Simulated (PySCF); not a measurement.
# H2O2Tl (Tl(OH)2-): the cost of one run

Method: BP86, Tl def2-SVP with ECP60, O def2-SVP, H def2-SVP; scalar-relativistic core potentials, no spin–orbit coupling; program: PySCF 2.14.0.

4 further runs of the same task are left out: 2 for a known fault of the program, 2 that didn't finish.

### Step 1. The system as given

5 atoms, charge -1, spin multiplicity 1.

Bond lengths: Tl1–O2 2.275 Å, Tl1–O4 2.275 Å, O2–H3 0.980 Å, O4–H5 0.980 Å. Angles: O2–Tl1–O4 91.4°, Tl1–O2–H3 101.0°, Tl1–O4–H5 101.0°.

As a file:

```tsv
atom	x (Å)	y (Å)	z (Å)
Tl1	1.4321	-0.4176	0.0306
O2	-0.0928	0.1460	1.6215
H3	-0.8789	0.3358	1.0674
O4	-0.0928	-0.0918	-1.6254
H5	-0.8789	0.1767	-1.1049
```

Formal oxidation states: Tl +1. An earlier session relaxed this geometry at BP86, Tl def2-SVP with ECP60, O def2-SVP, H def2-SVP (singlet, point group C2v).

Its energy there is -324.249641 Eh.

### Step 2. Multiplicity 3 at the relaxed geometry

Contents of run.py (the lines that set the calculation):

```python
mol = gto.M(atom='''
Tl     1.43208    -0.41761     0.03058
O     -0.09281     0.14596     1.62145
H     -0.87890     0.33584     1.06740
O     -0.09281    -0.09183    -1.62541
H     -0.87890     0.17675    -1.10494''',
    basis={'Tl': 'def2-SVP', 'O': 'def2-SVP', 'H': 'def2-SVP'},
    ecp={'Tl': 'def2-SVP'},
    charge=-1, spin=2)
mf = dft.UKS(mol, xc='B88,P86')
mf.grids.atom_grid = (50, 194)
mf = mf.density_fit()  # fitting sets: Tl def2-universal-JKFIT, O def2-universal-JKFIT, H def2-universal-JKFIT
mf.conv_tol = 1e-08; mf.max_cycle = 55
mf.kernel(dm0)  # dm0: free metal ions and neutral atoms
```

Command:

```console
$ OMP_NUM_THREADS=2 python run.py
```

**Question.** How long does this run take on 2 threads of Arm Neoverse V2, shared host?

About 1.7 s.
